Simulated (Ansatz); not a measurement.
**CH₂BF₃O: a ladder of functionals and wavefunction methods**

The task here is to estimate one member of a computed series from the others.

Computed with Ansatz 0.2.0, Gaussian basis. Level: functionals in def2-TZVPP, the program's frozen cores in correlated methods.

Plan: LDA (SPW92), PBE-D4, revPBE-D4, BLYP-D4, r2SCAN-D4, B97M-V, PBE0-D4, B3LYP-D4, r2SCANh-D4, r2SCAN0-D4, HSE06-D4, BHLYP-D4, CAM-B3LYP-D4, LC-ωPBE, ωB97X-V, ωB97M-V, B2PLYP, PBE-QIDH; CCSD(T)/def2-SVP; CCSD(T)/def2-TZVPP; MP2/def2-QZVPP; extrapolation to the limit; RPA on PBE.

## The relaxed structure

All runs share one geometry, relaxed beforehand with PBE0-D4 in a triple-zeta def2 set.

SMILES `OC(F)B(F)F`, 8 atoms, charge 0, spin multiplicity 1.

Atoms are counted from 1 here; the program's logs count them from 0.

Bond lengths: O1–C2 1.380 Å, O1–H7 0.962 Å, C2–F3 1.386 Å, C2–B4 1.595 Å, C2–H8 1.100 Å, B4–F5 1.314 Å, B4–F6 1.309 Å. Angles: C2–O1–H7 109.7°, O1–C2–F3 110.6°, O1–C2–B4 107.3°, O1–C2–H8 111.6°, F3–C2–B4 110.4°, F3–C2–H8 105.5°, B4–C2–H8 111.5°, C2–B4–F5 119.4°, C2–B4–F6 122.0°, F5–B4–F6 118.6°.

Geometry (Å):

```mol
CH2BF3O
  3D, bonds by distance, orders not assigned

  8  7  0  0  0  0  0  0  0  0999 V2000
   -0.1973   -1.3239    0.4662 O   0  0
    0.4465   -0.1641    0.0864 C   0  0
    1.1667    0.3628    1.1467 F   0  0
   -0.6735    0.8660   -0.3922 B   0  0
   -1.2580    0.6891   -1.5560 F   0  0
   -1.0230    1.8983    0.3330 F   0  0
    0.4454   -2.0331    0.5664 H   0  0
    1.1854   -0.3522   -0.7062 H   0  0
  1  2  8  0
  2  3  8  0
  2  4  8  0
  4  5  8  0
  4  6  8  0
  1  7  8  0
  2  8  8  0
M  END
```

The first run:

Input file in.yaml:

```yaml
crystal:
  periodic: [false, false, false]
  atoms:
    - {symbol: O, position_ang: [-0.197280, -1.323941, 0.466184]}
    - {symbol: C, position_ang: [0.446514, -0.164055, 0.086425]}
    - {symbol: F, position_ang: [1.166678, 0.362828, 1.146667]}
    - {symbol: B, position_ang: [-0.673508, 0.866042, -0.392153]}
    - {symbol: F, position_ang: [-1.258007, 0.689134, -1.556032]}
    - {symbol: F, position_ang: [-1.022952, 1.898274, 0.332973]}
    - {symbol: H, position_ang: [0.445402, -2.033054, 0.566411]}
    - {symbol: H, position_ang: [1.185355, -0.352227, -0.706173]}
basis:
  gaussian: {orbitals: def2-TZVPP}
hamiltonian: {xc: lda}
output: {orbitals: {seedname: orbitals}}
```

Steps of the session up to this table: LDA; PBE-D4 (GGA); revPBE-D4 (GGA); BLYP-D4 (GGA); r2SCAN-D4 (meta-GGA); B97M-V (meta-GGA); PBE0-D4 (hybrid); B3LYP-D4 (hybrid); r2SCANh-D4 (hybrid); r2SCAN0-D4 (hybrid); HSE06-D4 (hybrid); BHLYP-D4 (hybrid); CAM-B3LYP-D4 (range-separated); LC-ωPBE (range-separated); ωB97X-V (range-separated); ωB97M-V (range-separated); B2PLYP (double hybrid); PBE-QIDH (double hybrid).

One table of the session follows, with a row left open; its other results are not shown here.

It belongs to the step «Frontier levels by functional». 

```
  functional  HOMO (eV)  gap (eV)
 LDA (SPW92)      -7.67      5.73
      PBE-D4      -7.52      5.92
   revPBE-D4      -7.45      6.00
     BLYP-D4      -7.48      5.95
   r2SCAN-D4      -7.90      6.73
      B97M-V          ?         ?
     PBE0-D4      -9.26      8.70
    B3LYP-D4      -9.05      8.16
  r2SCANh-D4      -8.55      7.74
  r2SCAN0-D4      -9.52      9.23
    HSE06-D4      -8.85      7.90
    BHLYP-D4     -11.00     11.38
CAM-B3LYP-D4     -10.82     11.27
     LC-ωPBE     -12.11     13.96
     ωB97X-V     -11.78     13.48
     ωB97M-V     -11.68     13.06
```

Estimate the missing values for B97M-V.

The run gave: HOMO (eV): -8.05; gap (eV): 6.82. In the column «HOMO (eV)» it lies between r2SCANh-D4 (-8.55) and r2SCAN-D4 (-7.90).
